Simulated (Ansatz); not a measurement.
**C2H6O2Si: a ladder of functionals and wavefunction methods**

The task here is to estimate one member of a computed series from the others.

Computed with Ansatz 0.2.0, Gaussian basis. Level: functionals in def2-TZVPP, the program's frozen cores in correlated methods.

The runs, in order: PBE-D4, r2SCAN-D4, PBE0-D4, B3LYP-D4, ωB97X-V, ωB97M-V, B2PLYP; CCSD(T)/def2-TZVPP; MP2/def2-QZVPP; extrapolation to the limit.

## The geometry

An earlier PBE0-D4 in a triple-zeta def2 set relaxation fixed the geometry.

SMILES `O=COC[SiH3]`, 11 atoms, charge 0, spin multiplicity 1.

Atoms are counted from 1 here; the program's logs count them from 0.

Bond lengths: O1–C2 1.196 Å, C2–O3 1.331 Å, C2–H6 1.099 Å, O3–C4 1.439 Å, C4–Si5 1.895 Å, C4–H7 1.091 Å, C4–H8 1.092 Å, Si5–H9 1.483 Å, Si5–H10 1.485 Å, Si5–H11 1.487 Å. Angles: O1–C2–O3 126.1°, O1–C2–H6 125.0°, O3–C2–H6 108.9°, C2–O3–C4 116.3°, O3–C4–Si5 111.6°, O3–C4–H7 105.6°, O3–C4–H8 109.7°, Si5–C4–H7 110.6°, Si5–C4–H8 110.6°, H7–C4–H8 108.7°, C4–Si5–H9 110.2°, C4–Si5–H10 109.5°, C4–Si5–H11 107.9°, H9–Si5–H10 109.5°, H9–Si5–H11 110.2°, H10–Si5–H11 109.5°.

Set-up of the first run:

Input file in.yaml:

```yaml
crystal:
  periodic: [false, false, false]
  atoms:
    - {symbol: O, position_ang: [-0.318257, 0.329796, 2.233359]}
    - {symbol: C, position_ang: [0.732884, 0.594835, 1.728061]}
    - {symbol: O, position_ang: [1.186092, 0.126551, 0.567459]}
    - {symbol: C, position_ang: [0.318749, -0.780263, -0.137192]}
    - {symbol: Si, position_ang: [-0.794860, 0.134710, -1.367795]}
    - {symbol: H, position_ang: [1.486086, 1.270085, 2.158346]}
    - {symbol: H, position_ang: [0.980974, -1.471873, -0.660572]}
    - {symbol: H, position_ang: [-0.282834, -1.344565, 0.578781]}
    - {symbol: H, position_ang: [-1.608529, 1.154443, -0.662879]}
    - {symbol: H, position_ang: [0.044229, 0.797090, -2.399142]}
    - {symbol: H, position_ang: [-1.679131, -0.867908, -2.017927]}
basis:
  gaussian: {orbitals: def2-TZVPP}
hamiltonian: {xc: pbe, dispersion: d4}
output: {forces: true, orbitals: {seedname: orbitals}}
```

The run is started by

```
ansatz run in.yaml --threads 4 --pin off --events-out ev --progress --plain --max-ram 10444MiB
```

Among the steps run: PBE-D4 (GGA); r2SCAN-D4 (meta-GGA); PBE0-D4 (hybrid); B3LYP-D4 (hybrid); ωB97X-V (range-separated); ωB97M-V (range-separated); B2PLYP (double hybrid); CCSD(T) in def2-TZVPP; MP2 in def2-QZVPP.

One table of the session follows, with a row left open; its other results are not shown here.

| method | atomisation energy (eV) |
| --- | --- |
| PBE-D4 | 44.028 |
| r2SCAN-D4 | 43.157 |
| PBE0-D4 | 42.947 |
| B3LYP-D4 | 42.984 |
| ωB97X-V | ? |
| ωB97M-V | 43.126 |
| B2PLYP | 42.556 |
| HF/def2-TZVPP | 30.477 |
| MP2/def2-TZVPP | 42.659 |
| CCSD/def2-TZVPP | 41.113 |
| CCSD(T)/def2-TZVPP | 41.845 |
| MP2/CBS | 43.799 |
| CCSD(T)/CBS | 42.985 |

**Question.** Estimate the row for ωB97X-V.

As computed: atomisation energy (eV): 43.184. In the column «atomisation energy (eV)» it lies between r2SCAN-D4 (43.157) and MP2/CBS (43.799).

Caveats from the session: Free atoms (2 O, 2 C, 1 Si, 6 H) were run apart at each level; the atomisation energy is their sum less the molecule, without zero-point or spin-orbit terms.
